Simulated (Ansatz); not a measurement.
# C3K radical: geometry and frequencies at several levels

One table from this session's results is given with a row withheld; the runs are named, their logs left out.

Method: the levels named in each step, in Ansatz 0.2.0.

### The system as given

Bond lengths: C1–C2 1.275 Å, C2–C3 1.307 Å, C1–K4 2.544 Å. Angles: C1–C2–C3 173.7°, C2–C1–K4 147.7°.

Structure file:

```xyz
4

C     0.0045   -0.6710   -0.5212
C    -0.2053   -1.8848   -0.1935
C    -0.4009   -3.1624    0.0042
K     0.1848    1.7566    0.2183
```

Set-up of the first run:

input.yaml reads:

```yaml
crystal:
  periodic: [false, false, false]
  atoms:
    - { symbol: C, position_ang: [-0.06647257, -0.66262588, -0.10131343] }
    - { symbol: C, position_ang: [-0.21855114, -1.95394791, -0.16736249] }
    - { symbol: C, position_ang: [-0.37378388, -3.27248955, -0.23513092] }
    - { symbol: K, position_ang: [0.24193758, 1.92750333, 0.01154684] }
magnetization:
  spin_polarized: true
  initial_magnetization: 1
basis:
  gaussian: { orbitals: STO-3G }
hamiltonian:
  xc: hf
relax:
  f_tol: 0.002
  max_steps: 150
```

Started as:

```
$ ansatz run input.yaml --threads 2 --pin off --max-ram 5120MiB --backend cpu --events-out ev --progress --plain --runs-dir out
```

Steps of the session up to this table: Relaxation, HF/STO-3G; Frequencies, HF/STO-3G; Relaxation, HF/def2-SVP; Frequencies, HF/def2-SVP; Relaxation, LDA/def2-SVP; Frequencies, LDA/def2-SVP; Relaxation, PBE-D4/def2-SVP; Frequencies, PBE-D4/def2-SVP.

One of the session's tables, all rows but one given; the rest of the session is left out.

| level | C1–C2 (Å) | C1–K4 (Å) | C2–C3 (Å) | dipole (D) | highest frequency (cm⁻¹) |
| --- | --- | --- | --- | --- | --- |
| HF/STO-3G | 1.2569 | 2.5500 | 1.3533 | 12.30 | 1742 |
| HF/def2-SVP | ? | ? | ? | ? | ? |
| LDA/def2-SVP | 1.2946 | 2.5625 | 1.3193 | 13.85 | 1906 |
| PBE-D4/def2-SVP | 1.3019 | 2.6109 | 1.3294 | 14.15 | 1845 |

**Question.** Estimate the row for HF/def2-SVP.

**Answer.** C1–C2 (Å): 1.2788; C1–K4 (Å): 2.6820; C2–C3 (Å): 1.3204; dipole (D): 15.23; highest frequency (cm⁻¹): 1776. In the column «C1–C2 (Å)» it lies between HF/STO-3G (1.2569) and LDA/def2-SVP (1.2946).

To keep in mind: Warnings in the runs' records: rigid motions above zero, vibrations at or below zero.
